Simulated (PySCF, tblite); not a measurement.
# C₈H₈O: infrared bands and NMR shifts

Wanted: the infrared bands and NMR shifts of C₈H₈O (`COC1c2ccccc21`), by calculation.

Computed with tblite 0.8.0 and PySCF 2.14.0, with density-fitted response routines of our own, on a single molecule in the gas phase. Atoms are numbered from 0 throughout.

### Step 1. Starting geometry

17 atoms, charge 0, multiplicity 1; geometry from: GFN2-xTB.

Bonds of the start (Å): C0–O1 1.41, O1–C2 1.39, C2–C3 1.50, C3–C4 1.36, C4–C5 1.41, C5–C6 1.39, C6–C7 1.41, C7–C8 1.36, C8–C2 1.48, C8–C3 1.38, C0–H9 1.09, C0–H10 1.10, C0–H11 1.10, C2–H12 1.09, C4–H13 1.08, C5–H14 1.08, C6–H15 1.08, C7–H16 1.08.

### Step 2. Vibrational analysis with GFN2-xTB

What the job is given:

```
{"job": {"kind": "ir", "xc": "GFN2-xTB", "basis": "xTB"}, "charge": 0, "multiplicity": 1}
C     -3.040114    -0.023166     0.329513
O     -1.958938    -0.885926     0.594412
C     -0.910311    -0.734832    -0.308839
C      0.099087     0.354311    -0.123705
C      0.909617     1.435542     0.039728
C      2.193548     1.096295     0.498551
C      2.569232    -0.206596     0.786428
C      1.697993    -1.300448     0.645585
C      0.477287    -0.941370     0.166734
H     -3.802203    -0.248687     1.072307
H     -2.739776     1.027397     0.418384
H     -3.445407    -0.192734    -0.675884
H     -1.176237    -1.022284    -1.331103
H      0.629398     2.460461    -0.153949
H      2.916831     1.886650     0.639051
H      3.572699    -0.387336     1.143998
H      2.000294    -2.305248     0.898341
```

**Question.** This job is followed by: GIAO PBE0/pcSseg-1 NMR shielding, non-relativistic, gas phase. What will the session give for the following? strongest single infrared mode (GFN2-xTB); zero-point energy (GFN2-xTB); 13C shifts against TMS (PBE0/pcSseg-1, means over atoms taken as alike); 1H shifts against TMS (PBE0/pcSseg-1, means over atoms taken as alike); 17O shifts against H2O (PBE0/pcSseg-1).

**Answer**, as computed:

| quantity | value |
| --- | --- |
| strongest single infrared mode (GFN2-xTB) | 1094 cm⁻¹, 81 km/mol |
| zero-point energy (GFN2-xTB) | 83.4 kcal/mol |
| 13C shifts against TMS (PBE0/pcSseg-1, means over atoms taken as alike) | 139.8, 135.6, 120.4, 67.5, 58.5 ppm |
| 1H shifts against TMS (PBE0/pcSseg-1, means over atoms taken as alike) | 7.77, 7.59, 5.55, 3.75 ppm |
| 17O shifts against H2O (PBE0/pcSseg-1) | 64.7 ppm |

What this shows: No mode is imaginary among the 45: a minimum at this level. The strongest single mode, at 1094 cm⁻¹, has its largest shares on O1, C8, C3 and C0 (the list is cut at 4 atoms). Unscaled tight-binding wavenumbers are off by several per cent, some by more. Its intensities can rank the bands wrongly. At PBE0/pcSseg-1: Shielding is most anisotropic at C3, C8 (span 321 ppm, paramagnetic term -219 ppm). NICS(1)zz of -29 ppm above the planar ring from C3 marks a diatropic (aromatic) ring current.
